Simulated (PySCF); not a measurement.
**InEt2H: geometry, NMR shifts and electronic excitations**

Aim: predict the NMR shifts and electronic excitations of InEt2H (`[H][In]([CH2]C)[CH2]C`).

The runs use PySCF 2.14.0, with density-fitted response routines of our own; the level of theory stands in each step. All values are computed, except where a source is named. Atoms count from 0, in the outputs and in this text.

**1. The molecule as given**

16 atoms, charge 0, multiplicity 1; geometry from: GFN2-xTB. The atoms were then displaced at random by about 0.03 Å, so the start is not that level's minimum.

Bonds of the start (Å): In0–C1 2.19, In0–C8 2.38, In0–H15 1.72, C1–C2 1.49, C1–H3 1.15, C1–H4 1.12, C2–H5 1.14, C2–H6 1.09, C2–H7 1.05, C8–C9 1.55, C8–H10 1.06, C8–H11 1.05, C9–H12 1.17, C9–H13 1.07, C9–H14 1.12.

**2. Relaxing the molecule at PBE0-D3(BJ)/def2-SVP**

Job settings and geometry (Å):

```
{"job": {"xc": "PBE0", "basis": "def2-SVP", "d3": "d3bj", "grid": 1, "maxiter": 40, "shake": 0.03, "kind": "geom"}, "charge": 0, "multiplicity": 1}
In    -0.364570    -0.855550     0.000240
C      1.821820    -0.848010    -0.026200
C      2.341890    -1.129200     1.342330
H      2.266000     0.158010    -0.375480
H      2.189030    -1.599950    -0.765590
H      3.483220    -1.102320     1.344210
H      2.099830    -0.374710     2.086890
H      2.119560    -2.083510     1.709040
C     -1.592610     1.179290     0.046510
C     -2.305620     1.393580    -1.309630
H     -0.883300     1.946850     0.206140
H     -2.293140     1.168310     0.827760
H     -2.931720     2.375840    -1.350000
H     -1.630880     1.449420    -2.141670
H     -3.021710     0.566480    -1.545470
H     -1.332160    -2.278470     0.017330
```

Command:

```sh
> OMP_NUM_THREADS=1 python probes_run.py task.json out
```

The driver reads the jobs from task.json and runs them one after another.

**Question.** This job is followed by: GIAO PBE0/pcSseg-1 In:def2-TZVP NMR shielding, non-relativistic, gas phase; TDDFT CAM-B3LYP/def2-SVPD, vertical, gas phase, core orbitals frozen in the response; GIAO KT2/pcSseg-1 In:def2-TZVP NMR shielding, non-relativistic, gas phase. Predict these results of the whole session: rotational constants (main isotopes); 13C shifts against TMS (PBE0/def2-TZVP+pcSseg-1, means over atoms taken as alike); 1H shifts against TMS (PBE0/def2-TZVP+pcSseg-1, means over atoms taken as alike); surface potential, 1st and 99th percentile; lowest singlet (CAM-B3LYP/def2-SVPD); brightest single state of those computed; lowest triplet; vertical ionisation energy (ΔSCF); vertical electron affinity (ΔSCF); range of the shift of C1.

As calculated:

```
                                                                         quantity                                             value
                                             rotational constants (main isotopes)                             10.85, 1.20, 1.12 GHz
13C shifts against TMS (PBE0/def2-TZVP+pcSseg-1, means over atoms taken as alike)                                    14.6, 14.3 ppm
 1H shifts against TMS (PBE0/def2-TZVP+pcSseg-1, means over atoms taken as alike)                              6.68, 1.41, 0.77 ppm
                                            surface potential, 1st and 99th percentile                                -0.67 V and 2.41 V
                                             lowest singlet (CAM-B3LYP/def2-SVPD)                       4.18 eV (297 nm), f = 0.000
                                         brightest single state of those computed                       state 9, 7.45 eV, f = 0.320
                                                                   lowest triplet                                           3.95 eV
                                                vertical ionisation energy (ΔSCF)                                           8.60 eV
                                                vertical electron affinity (ΔSCF)  -0.23 eV (unbound: the value hangs on the basis)
                                                         range of the shift of C1                                  14.6 to 20.1 ppm
```

**Reading.** The start was shaken at random, so part of the energy gained undoes that. Relaxing lowered the energy by 0.583 eV in 20 steps; the close pair that moved most is In0–C8, from 2.377 to 2.184 Å. No frequency check was run at this level, so the end point may be a saddle. At PBE0/def2-TZVP+pcSseg-1: Shielding is most anisotropic at C1, C8 (span 33 ppm, paramagnetic term -81 ppm). At PBE0/def2-TZVP+pcSseg-1, counted by nearest atom on the grid, the HOMO lies on C1, C8 about 25 % each; In0 15 %, the LUMO on In0 50 %; H15 17 %. The lowest singlet, at 4.18 eV, is HOMO→LUMO 0.98 and is dark; of the 10 states computed, the strongest absorption comes from states 8 to 9 together at 7.45 eV. The lowest triplet lies 0.23 eV below the lowest singlet (triplets in Tamm-Dancoff, singlets in full TDDFT). Spin-orbit coupling, left out, mixes singlets and triplets in elements this heavy. ΔSCF puts the ionisation energy at 8.60 eV, 0.66 eV above −ε(HOMO). In ppm, C1 (with its like atoms) moves most: its shift spreads over 5.5 ppm, from 14.6 (PBE0/def2-TZVP+pcSseg-1) to 20.1 (KT2/def2-TZVP+pcSseg-1). Spin-orbit coupling is left out, which matters for shieldings and couplings at and beside the heavy atoms.
